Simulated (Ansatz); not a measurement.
# BH₆NO₂Si: small, medium and large basis sets

An exercise on one series of results from a longer session: the logs are not shown, and one member is left open.

Computed with Ansatz 0.2.0, Gaussian basis. Level: one geometry, several basis sets.

Plan: PBE0-D4/def2-SVP; ωB97M-V/def2-SVP; PBE0-D4/def2-QZVPP; ωB97M-V/def2-QZVPP; the functionals' def2-TZVPP values are taken from earlier runs.

## The geometry

All runs share one geometry, relaxed beforehand with PBE0-D4 in a triple-zeta def2 set.

SMILES `OBN[SiH2]O`, 11 atoms, charge 0, spin multiplicity 1.

Atoms are counted from 1 here; the program's logs count them from 0.

Bond lengths: O1–B2 1.360 Å, O1–H6 0.962 Å, B2–N3 1.427 Å, B2–H7 1.198 Å, N3–Si4 1.716 Å, N3–H8 1.010 Å, Si4–O5 1.643 Å, Si4–H9 1.490 Å, Si4–H10 1.487 Å, O5–H11 0.958 Å. Angles: B2–O1–H6 114.2°, O1–B2–N3 123.9°, O1–B2–H7 116.7°, N3–B2–H7 119.4°, B2–N3–Si4 129.9°, B2–N3–H8 113.9°, Si4–N3–H8 116.1°, N3–Si4–O5 109.4°, N3–Si4–H9 106.7°, N3–Si4–H10 111.4°, O5–Si4–H9 111.1°, O5–Si4–H10 108.9°, H9–Si4–H10 109.4°, Si4–O5–H11 117.8°.

Set-up of the first run:

The input, in.yaml:

```yaml
crystal:
  periodic: [false, false, false]
  atoms:
    - {symbol: O, position_ang: [-0.880017, 1.896621, 0.981711]}
    - {symbol: B, position_ang: [-0.388995, 0.756725, 1.538761]}
    - {symbol: N, position_ang: [0.015492, -0.386118, 0.786367]}
    - {symbol: Si, position_ang: [0.054618, -0.627916, -0.912380]}
    - {symbol: O, position_ang: [1.615681, -0.642853, -1.425046]}
    - {symbol: H, position_ang: [-0.941521, 1.872595, 0.022188]}
    - {symbol: H, position_ang: [-0.304215, 0.734166, 2.733045]}
    - {symbol: H, position_ang: [0.368407, -1.144688, 1.352126]}
    - {symbol: H, position_ang: [-0.699054, 0.503077, -1.522608]}
    - {symbol: H, position_ang: [-0.589043, -1.912584, -1.293485]}
    - {symbol: H, position_ang: [1.813846, -1.105925, -2.239978]}
basis:
  gaussian: {orbitals: def2-SVP}
hamiltonian: {xc: pbe0, dispersion: d4}
output: {orbitals: {seedname: orbitals}}
```

Among the steps run: PBE0-D4 in def2-SVP; ωB97M-V in def2-SVP; PBE0-D4 in def2-QZVPP; ωB97M-V in def2-QZVPP.

One of the session's tables, all rows but one given; the rest of the session is left out.

It belongs to the step «Functionals by basis». 

| functional | basis | HOMO (eV) | LUMO (eV) |
| --- | --- | --- | --- |
| PBE0-D4 | def2-SVP | ? | ? |
| PBE0-D4 | def2-TZVPP | -8.24 | 0.24 |
| PBE0-D4 | def2-QZVPP | -8.27 | -0.03 |
| ωB97M-V | def2-SVP | -10.39 | 2.74 |
| ωB97M-V | def2-TZVPP | -10.58 | 1.81 |
| ωB97M-V | def2-QZVPP | -10.62 | 1.25 |

**Question.** Estimate the row for PBE0-D4, def2-SVP.

The run gave: HOMO (eV): -8.07; LUMO (eV): 0.86. In the column «HOMO (eV)» it is the highest.
